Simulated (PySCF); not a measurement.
# cis-Zr(PH3)2Cl4: geometry, NMR shifts and electronic excitations

Aim: predict the NMR shifts and electronic excitations of cis-Zr(PH3)2Cl4 (`[PH3]->[Zr](<-[PH3])([Cl])([Cl])([Cl])[Cl]`).

The runs use PySCF 2.14.0, with density-fitted response routines of our own; the level of theory stands in each step. All values are computed, except where a source is named. Atoms count from 0, in the outputs and in this text.

**1. The starting structure**

13 atoms, charge 0, multiplicity 1; geometry from: GFN2-xTB. The atoms were then displaced at random by about 0.03 Å, so the start is not that level's minimum.

Bonds of the start (Å): Zr0–P1 2.75, Zr0–Cl5 2.32, Zr0–P6 2.74, Zr0–Cl10 2.37, Zr0–Cl11 2.41, Zr0–Cl12 2.18, P1–H2 1.42, P1–H3 1.47, P1–H4 1.38, P6–H7 1.38, P6–H8 1.38, P6–H9 1.35.

**2. Geometry optimisation at PBE0-D3(BJ)/def2-SVP**

Job settings and geometry (Å):

```
{"job": {"xc": "PBE0", "basis": "def2-SVP", "d3": "d3bj", "grid": 1, "maxiter": 40, "shake": 0.03, "kind": "geom"}, "charge": 0, "multiplicity": 1}
Zr    -0.794490    -0.074220    -0.850410
P     -0.995630    -0.095440     1.895770
H     -2.198150     0.578150     2.255110
H     -0.063930     0.698730     2.707470
H     -1.141520    -1.108630     2.822920
Cl    -0.685990     0.353490    -3.127820
P      1.936610     0.076700    -0.976080
H      2.754090    -0.652460    -0.140570
H      2.856890     1.100870    -1.080910
H      2.301590    -0.621630    -2.078410
Cl    -3.139760    -0.345370    -0.654550
Cl    -0.644530     2.193890    -0.055170
Cl    -0.154550    -2.156180    -0.695160
```

Started as:

```
> OMP_NUM_THREADS=1 python probes_run.py task.json out
```

One launch serves the whole session: the jobs run in the order shown.

Log:

```text
step   0  E = -2572.80381073  max force = 0.079043
step   1  E = -2572.82847281  max force = 0.016036
step   2  E = -2572.82840799  max force = 0.009063
step   3  E = -2572.83067091  max force = 0.007148
step   4  E = -2572.83236327  max force = 0.004347
step   5  E = -2572.83290322  max force = 0.003722
step   6  E = -2572.83362302  max force = 0.002825
step   7  E = -2572.83403247  max force = 0.001324
step   8  E = -2572.83429772  max force = 0.001265
step   9  E = -2572.83441023  max force = 0.001309
step  10  E = -2572.83438324  max force = 0.001313
step  11  E = -2572.83445823  max force = 0.000987
step  12  E = -2572.83459185  max force = 0.001362
step  13  E = -2572.83468024  max force = 0.000960
step  14  E = -2572.83469441  max force = 0.001101
step  15  E = -2572.83478611  max force = 0.000864
step  16  E = -2572.83486740  max force = 0.001500
step  17  E = -2572.83490260  max force = 0.001034
step  18  E = -2572.83492528  max force = 0.000327
step  19  E = -2572.83494120  max force = 0.000547
step  20  E = -2572.83496171  max force = 0.001235
step  21  E = -2572.83498569  max force = 0.001450
step  22  E = -2572.83501029  max force = 0.000995
step  23  E = -2572.83502753  max force = 0.000370
step  24  E = -2572.83503722  max force = 0.000263
optimisation converged
```

Wall time 20 min (1 thread of Intel Xeon at 2.50GHz, shared host); peak memory 0.8 GiB.

The steps of the relaxation: (the energy doesn't fall at every step)

```tsv
step	energy from step 0 (eV)	largest force component (eV/Å)
0	0.0000	4.0646
1	-0.6711	0.8246
2	-0.6693	0.4660
3	-0.7309	0.3676
4	-0.7770	0.2235
5	-0.7916	0.1914
6	-0.8112	0.1453
7	-0.8224	0.0681
8	-0.8296	0.0650
9	-0.8327	0.0673
10	-0.8319	0.0675
11	-0.8340	0.0508
12	-0.8376	0.0700
13	-0.8400	0.0494
14	-0.8404	0.0566
15	-0.8429	0.0444
16	-0.8451	0.0771
17	-0.8461	0.0532
18	-0.8467	0.0168
19	-0.8471	0.0281
20	-0.8477	0.0635
21	-0.8483	0.0746
22	-0.8490	0.0512
23	-0.8495	0.0190
24	-0.8497	0.0135
```

Distances of close pairs at the start and the end, largest changes first:

```tsv
bond	before (Å)	after (Å)	change (Å)
Zr0–Cl12	2.184	2.405	+0.222
Zr0–P6	2.738	2.842	+0.104
Zr0–P1	2.754	2.838	+0.084
P6–H9	1.355	1.417	+0.062
P1–H3	1.469	1.420	-0.049
P6–H7	1.378	1.420	+0.043
Zr0–Cl5	2.320	2.357	+0.037
P6–H8	1.381	1.417	+0.036
```

The end geometry stands in the next job.

```tsv
at the end point	value
point group (found at 0.08 Å tolerance)	C2
rotational constants (GHz, main isotopes)	0.611, 0.565, 0.523
dipole moment (D)	6.40
```

**3. Nuclear shieldings: PBE0/def2-TZVP+pcSseg-1**

Job settings and geometry (Å):

```
{"job": {"kind": "nmr", "xc": "PBE0", "basis": {"default": "pcSseg-1", "Zr": "def2-TZVP"}}, "charge": 0, "multiplicity": 1}
Zr    -1.035772    -0.050676    -0.992266
P     -0.762478    -0.435261     1.805999
H     -1.499468     0.411039     2.671219
H      0.512895    -0.282174     2.411482
H     -1.100158    -1.694258     2.362179
Cl    -0.710211     0.354893    -3.290875
P      1.756767     0.460249    -0.855619
H      2.421944     0.399263     0.397839
H      2.224398     1.732366    -1.269461
H      2.641144    -0.366410    -1.592673
Cl    -3.310051    -0.506542    -0.573120
Cl    -0.966560     2.206801    -0.160527
Cl    -0.141818    -2.281392    -0.891987
```

With the program's defaults for keys left out, this is: GIAO PBE0/pcSseg-1 Zr:def2-TZVP NMR shielding, scalar relativity only through core potentials, gas phase.

Log:

```text
coarse grid: 61128 points
cycle   1  E = -2572.3117583841  dE = -4.180e+00  |g| = 2.172e+00  |ddm| = 5.345e+00
cycle   2  E = -2571.6500615506  dE =  6.617e-01  |g| = 2.403e+00  |ddm| = 5.595e+00
cycle   3  E = -2573.4756009772  dE = -1.826e+00  |g| = 3.189e-01  |ddm| = 4.096e+00
cycle   4  E = -2573.4955355335  dE = -1.993e-02  |g| = 1.758e-01  |ddm| = 6.434e-01
cycle   5  E = -2573.5031101609  dE = -7.575e-03  |g| = 4.556e-02  |ddm| = 2.672e-01
cycle   6  E = -2573.5036021916  dE = -4.920e-04  |g| = 8.954e-03  |ddm| = 5.620e-02
cycle   7  E = -2573.5036211897  dE = -1.900e-05  |g| = 3.031e-03  |ddm| = 1.182e-02
cycle   8  E = -2573.5036236081  dE = -2.418e-06  |g| = 7.318e-04  |ddm| = 4.286e-03
final grid: 117472 points
cycle   9  E = -2573.5035032018  dE = -9.369e-08  |g| = 8.528e-04  |ddm| = 2.626e-03
cycle  10  E = -2573.5035029253  dE =  2.765e-07  |g| = 1.295e-03  |ddm| = 2.348e-03
cycle  11  E = -2573.5035033716  dE = -4.463e-07  |g| = 3.165e-04  |ddm| = 1.591e-03
cycle  12  E = -2573.5035033983  dE = -2.668e-08  |g| = 2.266e-05  |ddm| = 3.448e-04
cycle  13  E = -2573.5035033984  dE = -1.428e-10  |g| = 6.485e-06  |ddm| = 3.518e-05
converged SCF energy = -2573.5035033984

GIAO shielding tensors (ppm)
atom      isotropic    diamagn.    paramagn.     s11        s22        s33       span
  0 Zr         nan         nan         nan        nan        nan        nan        nan
  1 P      504.294     967.796    -463.502    476.695    511.732    524.455     47.760
  2 H       27.806      28.664      -0.858     23.840     24.882     34.697     10.857
  3 H       28.039      29.772      -1.734     24.126     26.151     33.839      9.713
  4 H       27.814      28.615      -0.801     23.833     24.784     34.826     10.993
  5 Cl     352.600    1148.691    -796.091     59.199     99.822    898.778    839.580
  6 P      504.638     967.807    -463.169    478.217    511.409    524.289     46.072
  7 H       28.056      29.780      -1.724     24.124     26.146     33.898      9.774
  8 H       27.825      28.666      -0.841     23.893     24.859     34.722     10.829
  9 H       27.817      28.639      -0.821     23.855     24.786     34.811     10.957
 10 Cl     349.742    1148.682    -798.940     48.475    100.190    900.561    852.086
 11 Cl     520.249    1149.557    -629.308    338.007    426.380    796.360    458.354
 12 Cl     516.933    1149.449    -632.516    329.057    420.100    801.642    472.585
```

It took 2.6 min on 1 thread of Intel Xeon at 2.50GHz, shared host; peak memory 1.3 GiB.

Shifts follow as δ = σ(reference) − σ, with reference shieldings (ppm) from runs at the same level and on the same kind of geometry: 1H TMS 31.27, 31P H3PO4 310.1, 35Cl HCl 943. The references are single molecules in the gas phase, so shifts against H2O, NH3, PH3, H3PO4 or CFCl3 are not on the usual liquid scales and can be off by tens of ppm. Atoms listed in one row are averaged.

```tsv
atoms	environment	σ (ppm)	δ (ppm)
H2, H3, H4, H7, H8, H9	hydrogen on a phosphorus bonded to Zr	27.89	3.37
P1, P6	phosphorus bonded to Zr, 3 H	504.5	-194.3
Cl5, Cl10	chlorine bonded to Zr	351	592
Cl11, Cl12	chlorine bonded to Zr	519	425
```

Atoms past Kr carry core potentials, so their printed shieldings have no meaning and are left out of the table.

The run also stored atomic charges by several schemes (e):

```tsv
atoms	Mulliken	ESP fit
Zr0	0.68	0.61
P1, P6	-0.05	0.00
Cl5, Cl10	-0.30	-0.22
Cl11, Cl12	-0.31	-0.30
```

Mayer bond orders: Zr0–P1 0.47, Zr0–Cl5 1.11, Zr0–P6 0.47, Zr0–Cl10 1.12, Zr0–Cl11 1.04, Zr0–Cl12 1.05.

With diffuse functions Mulliken charges and Mayer bond orders lose their meaning; the other schemes are steadier.

The fields below are evaluated on a grid from the run's orbitals.

Frontier orbitals at PBE0/def2-TZVP+pcSseg-1, with the share of their density that lies nearest to each atom:

```tsv
orbital	energy (eV)	lies on
HOMO	-8.40	Cl11, Cl12 about 31 % each; P1, P6 about 10 % each
LUMO	-2.52	Zr0 60 %; Cl5, Cl10 about 10 % each
```

ELF in a plane through or near 7 of the atoms.

Values, 10 rows by 14 columns:
```
0.00 0.00 0.00 0.00 0.00 0.00 0.00 0.00 0.00 0.00 0.00 0.00 0.00 0.00
0.00 0.00 0.01 0.22 0.58 0.58 0.14 0.01 0.43 0.63 0.43 0.11 0.00 0.00
0.00 0.00 0.22 0.79 0.18 0.44 0.52 0.08 0.84 0.35 0.84 0.58 0.03 0.00
0.00 0.00 0.18 0.69 0.82 0.82 0.53 0.84 0.37 0.81 0.84 0.50 0.01 0.00
0.00 0.00 0.00 0.02 0.15 0.21 0.74 0.87 0.14 0.26 0.05 0.01 0.00 0.00
0.00 0.00 0.06 0.38 0.22 0.32 0.75 0.13 0.95 0.40 0.41 0.22 0.02 0.00
0.00 0.00 0.07 0.29 0.50 0.93 0.49 0.03 0.92 0.79 0.39 0.18 0.03 0.00
0.00 0.00 0.01 0.06 0.84 1.00 0.71 0.01 1.00 0.99 0.19 0.03 0.00 0.00
0.00 0.00 0.00 0.00 0.01 0.06 0.00 0.00 0.03 0.05 0.00 0.00 0.00 0.00
0.00 0.00 0.00 0.00 0.00 0.00 0.00 0.00 0.00 0.00 0.00 0.00 0.00 0.00
```
The map spans 10.8 Å across and 10.8 Å up, centred on the molecule. Atoms in the plane (x, y in Å): Zr0 (0.0, 1.4), P1 (1.9, -0.7), H3 (1.4, -2.0), Cl5 (-1.9, 2.8), P6 (-1.9, -0.7), H7 (-1.4, -2.0), Cl10 (1.9, 2.8).

On the surface of density 0.002 e/bohr³ the electrostatic potential runs, from the 1st to the 99th percentile, from -0.84 V near Cl12 to 1.68 V near H3.

**4. Ultraviolet spectrum: PBE0/def2-SVPD**

Same as in step 3 but for these lines:

```diff
@@ -1,2 +1,2 @@
-{"job": {"kind": "nmr", "xc": "PBE0", "basis": {"default": "pcSseg-1", "Zr": "def2-TZVP"}}, "charge": 0, "multiplicity": 1}
+{"job": {"kind": "uv", "xc": "PBE0", "basis": "def2-SVPD", "ip": true, "nstates": 10}, "charge": 0, "multiplicity": 1}
 Zr    -1.035772    -0.050676    -0.992266
```

With the program's defaults for keys left out, this is: TDDFT PBE0/def2-SVPD, vertical, gas phase, core orbitals frozen in the response.

Log:

```text
coarse grid: 61128 points
cycle   1  E = -2571.6337407846  dE = -4.944e+00  |g| = 2.119e+00  |ddm| = 5.969e+00
cycle   2  E = -2570.6291617612  dE =  1.005e+00  |g| = 2.549e+00  |ddm| = 5.539e+00
cycle   3  E = -2572.8095149986  dE = -2.180e+00  |g| = 3.213e-01  |ddm| = 3.553e+00
cycle   4  E = -2572.8327281995  dE = -2.321e-02  |g| = 1.661e-01  |ddm| = 9.641e-01
cycle   5  E = -2572.8406993500  dE = -7.971e-03  |g| = 4.880e-02  |ddm| = 3.785e-01
cycle   6  E = -2572.8413554451  dE = -6.561e-04  |g| = 9.419e-03  |ddm| = 7.817e-02
cycle   7  E = -2572.8413796137  dE = -2.417e-05  |g| = 2.556e-03  |ddm| = 1.587e-02
cycle   8  E = -2572.8413817040  dE = -2.090e-06  |g| = 7.861e-04  |ddm| = 5.108e-03
final grid: 117472 points
cycle   9  E = -2572.8411312905  dE =  3.500e-08  |g| = 1.102e-03  |ddm| = 6.603e-03
cycle  10  E = -2572.8411303890  dE =  9.014e-07  |g| = 2.045e-03  |ddm| = 4.300e-03
cycle  11  E = -2572.8411316342  dE = -1.245e-06  |g| = 3.232e-04  |ddm| = 2.812e-03
cycle  12  E = -2572.8411316652  dE = -3.103e-08  |g| = 2.075e-05  |ddm| = 4.418e-04
cycle  13  E = -2572.8411316653  dE = -1.219e-10  |g| = 7.412e-06  |ddm| = 4.931e-05
converged SCF energy = -2572.8411316653

Static polarisability (au): isotropic 159.097, principal 150.992 157.208 169.090

Singlet excitations
state   eV       nm        f      main configurations
  1   4.5995    269.6   0.03075   H->L 0.96
  2   4.6038    269.3   0.00024   H-1->L 0.96
  3   4.8244    257.0   0.00001   H-1->L+1 0.90, H-2->L 0.08
  4   4.8639    254.9   0.00001   H-2->L 0.91, H-1->L+1 0.08
  5   4.9325    251.4   0.00645   H->L+1 0.74, H-1->L+2 0.14, H-3->L 0.11
  6   4.9618    249.9   0.00247   H-3->L 0.86
  7   5.0907    243.6   0.00001   H->L+2 0.98
  8   5.2007    238.4   0.00277   H-3->L+1 0.50, H-4->L 0.47
  9   5.3046    233.7   0.03404   H-1->L+2 0.51, H-4->L+1 0.37, H->L+1 0.08
 10   5.3793    230.5   0.00773   H-2->L+2 0.51, H-3->L+1 0.31, H-4->L 0.15

Triplet excitations (Tamm-Dancoff, eV): 4.3367 4.3637 4.6682 4.7001
Vertical ionisation energy (delta-SCF) = 9.8838 eV
Vertical electron affinity (delta-SCF) = 1.1419 eV
```

Wall time 11 min (1 thread of Intel Xeon at 2.50GHz, shared host); peak memory 1.4 GiB.

Frontier orbitals and where they lie:

```tsv
orbital	eV	atoms
HOMO−3	-8.81	Cl12 27 %, Cl11 26 %, Cl5 21 %
HOMO−2	-8.73	Cl10 25 %, Cl5 24 %, Cl12 24 %
HOMO−1	-8.36	Cl12 30 %, Cl11 30 %, P1 14 %
HOMO	-8.36	Cl11 23 %, Cl12 22 %, P6 17 %
LUMO	-2.53	Zr0 60 %, Cl10 11 %, Cl5 11 %
LUMO+1	-2.16	Zr0 66 %, Cl12 9 %, Cl11 9 %
LUMO+2	-1.91	Zr0 67 %, Cl12 11 %, Cl11 10 %
```

With each of the 10 states as a Gaussian band of 0.4 eV half-width at 1/e, the curve within the window shown has maxima at 236 nm (ε 2,000) L/(mol cm). Beyond the last state computed it falls off for lack of states. The curve at chosen wavelengths:

nm, ε (L/mol/cm) and a bar:
```
      218        791 ##########
      222       1190 #################
      225       1484 #####################
      229       1803 ##########################
      233       1989 #############################
      236       2034 ##############################
      240       1996 #############################
      243       1924 ############################
      247       1817 ###########################
      251       1732 #########################
      254       1690 #########################
      258       1656 ########################
      262       1627 ########################
      265       1592 #######################
      269       1517 ######################
      273       1400 ####################
      276       1288 ##################
      280       1116 ###############
      284        931 ############
      287        793 ##########
      291        622 ########
      294        507 ######
      298        376 ####
      302        271 ##
      305        208 #
      309        143
```

Leading natural transition orbitals of singlet state 9: the hole lies on Cl11, Cl12 about 27 % each; P1, P6 about 12 % each; the particle on Zr0 69 %; Cl11, Cl12 about 10 % each.

Leading natural transition orbitals of singlet state 1: the hole lies on Cl11, Cl12 about 25 % each; P1, P6 about 14 % each; the particle on Zr0 63 %; Cl5, Cl10 about 10 % each.

Ground-state properties from the same run:

```tsv
property	computed
dipole moment (D)	6.04
polarisability (Å³)	23.58
HOMO–LUMO gap (eV)	5.83
−ε(HOMO) (eV)	8.36
```

**5. Nuclear shieldings: wB97X-D/def2-TZVP+pcSseg-1**

Same as in step 4 but for these lines:

```diff
@@ -1,2 +1,2 @@
-{"job": {"kind": "uv", "xc": "PBE0", "basis": "def2-SVPD", "ip": true, "nstates": 10}, "charge": 0, "multiplicity": 1}
+{"job": {"kind": "nmr", "xc": "wB97X-D", "basis": {"default": "pcSseg-1", "Zr": "def2-TZVP"}, "pop": false}, "charge": 0, "multiplicity": 1}
 Zr    -1.035772    -0.050676    -0.992266
```

Level: GIAO wB97X-D/pcSseg-1 Zr:def2-TZVP NMR shielding, scalar relativity only through core potentials, gas phase.

Log:

```text
coarse grid: 61128 points
cycle   1  E = -2573.9946338536  dE = -5.171e+00  |g| = 1.141e+00  |ddm| = 5.057e+00
cycle   2  E = -2574.0589358570  dE = -6.430e-02  |g| = 1.045e+00  |ddm| = 2.742e+00
cycle   3  E = -2574.3785532263  dE = -3.196e-01  |g| = 1.612e-01  |ddm| = 1.460e+00
cycle   4  E = -2574.3846357421  dE = -6.083e-03  |g| = 6.917e-02  |ddm| = 2.491e-01
cycle   5  E = -2574.3856834813  dE = -1.048e-03  |g| = 1.023e-02  |ddm| = 7.744e-02
cycle   6  E = -2574.3857381064  dE = -5.463e-05  |g| = 3.734e-03  |ddm| = 1.998e-02
cycle   7  E = -2574.3857482851  dE = -1.018e-05  |g| = 1.428e-03  |ddm| = 8.972e-03
cycle   8  E = -2574.3857499291  dE = -1.644e-06  |g| = 3.891e-04  |ddm| = 3.745e-03
final grid: 117472 points
cycle   9  E = -2574.3870425760  dE = -1.672e-04  |g| = 3.212e-03  |ddm| = 7.517e-02
cycle  10  E = -2574.3870445070  dE = -1.931e-06  |g| = 1.652e-03  |ddm| = 8.072e-03
cycle  11  E = -2574.3870449079  dE = -4.009e-07  |g| = 1.011e-03  |ddm| = 2.154e-03
cycle  12  E = -2574.3870451640  dE = -2.560e-07  |g| = 1.922e-04  |ddm| = 1.701e-03
cycle  13  E = -2574.3870451775  dE = -1.348e-08  |g| = 5.037e-05  |ddm| = 2.694e-04
cycle  14  E = -2574.3870451788  dE = -1.361e-09  |g| = 1.281e-05  |ddm| = 1.602e-04
cycle  15  E = -2574.3870451790  dE = -1.360e-10  |g| = 4.120e-06  |ddm| = 3.936e-05
converged SCF energy = -2574.3870451790

GIAO shielding tensors (ppm)
atom      isotropic    diamagn.    paramagn.     s11        s22        s33       span
  0 Zr         nan         nan         nan        nan        nan        nan        nan
  1 P      502.534     968.016    -465.483    475.314    511.771    520.516     45.202
  2 H       27.950      28.823      -0.873     23.965     25.046     34.839     10.873
  3 H       28.174      30.048      -1.875     24.233     26.272     34.016      9.783
  4 H       27.960      28.769      -0.809     23.961     24.951     34.969     11.008
  5 Cl     385.532    1149.007    -763.476     97.758    135.615    923.223    825.465
  6 P      502.859     968.033    -465.174    476.828    511.413    520.334     43.505
  7 H       28.194      30.062      -1.868     24.235     26.272     34.075      9.841
  8 H       27.967      28.828      -0.861     24.018     25.023     34.862     10.844
  9 H       27.962      28.797      -0.835     23.982     24.953     34.953     10.971
 10 Cl     382.500    1148.993    -766.493     87.009    135.716    924.774    837.766
 11 Cl     557.596    1150.009    -592.413    384.805    463.117    824.866    440.061
 12 Cl     554.485    1149.890    -595.405    376.312    457.498    829.644    453.332
```

Wall time 2.3 min (1 thread of Intel Xeon at 2.50GHz, shared host); peak memory 1.3 GiB.

In short: δ P1 -195.5, Cl5 555, Cl11 383, H2 3.35 ppm (means over like atoms).

**6. Side by side: NMR shifts**

Shifts (ppm), means over like atoms, with basis size and wall time:

```tsv
run	H2	P1	Cl5	Cl11	functions	time
PBE0/def2-TZVP+pcSseg-1	3.37	-194.3	592	425	214	2.6 min
wB97X-D/def2-TZVP+pcSseg-1	3.35	-195.5	555	383	214	2.3 min
```

**7. Outcome**

| quantity | value |
| --- | --- |
| point group | C2 |
| rotational constants (main isotopes) | 0.61, 0.57, 0.52 GHz |
| 1H shifts against TMS (PBE0/def2-TZVP+pcSseg-1, means over atoms taken as alike) | 3.37 ppm |
| 31P shifts against H3PO4 (PBE0/def2-TZVP+pcSseg-1, means over atoms taken as alike) | -194.3 ppm |
| 35Cl shifts against HCl (PBE0/def2-TZVP+pcSseg-1, means over atoms taken as alike) | 592, 425 ppm |
| surface potential, 1st and 99th percentile | -0.84 V and 1.68 V |
| lowest singlet (PBE0/def2-SVPD) | 4.60 eV (270 nm), f = 0.031 |
| brightest single state of those computed | state 9, 5.30 eV, f = 0.034 |
| lowest triplet | 4.34 eV |
| vertical ionisation energy (ΔSCF) | 9.88 eV |
| vertical electron affinity (ΔSCF) | 1.14 eV |
| range of the shift of Cl11 | 383 to 425 ppm |

The start was shaken at random, so part of the energy gained undoes that. Relaxing lowered the energy by 0.850 eV in 24 steps; the close pair that moved most is Zr0–Cl12, from 2.184 to 2.405 Å. No frequency check was run at this level, so the end point may be a saddle. At PBE0/def2-TZVP+pcSseg-1: Shielding is most anisotropic at Cl5, Cl10 (span 846 ppm, paramagnetic term -798 ppm). At PBE0/def2-TZVP+pcSseg-1, counted by nearest atom on the grid, the HOMO lies on Cl11, Cl12 about 31 % each; P1, P6 about 10 % each, the LUMO on Zr0 60 %; Cl5, Cl10 about 10 % each. The first singlet state (HOMO→LUMO 0.96) lies at 4.60 eV and is weak; of the 10 states computed, the strongest absorption comes from state 9 at 5.30 eV. The lowest triplet lies 0.26 eV below the lowest singlet (triplets in Tamm-Dancoff, singlets in full TDDFT). The orbital energy would give 8.36 eV for ionisation, ΔSCF gives 9.88 eV. In ppm, Cl11 (with its like atoms) moves most: its shift spreads over 41 ppm, from 383 (wB97X-D/def2-TZVP+pcSseg-1) to 425 (PBE0/def2-TZVP+pcSseg-1). Spin-orbit coupling is left out, which matters for shieldings and couplings at and beside the heavy atoms.
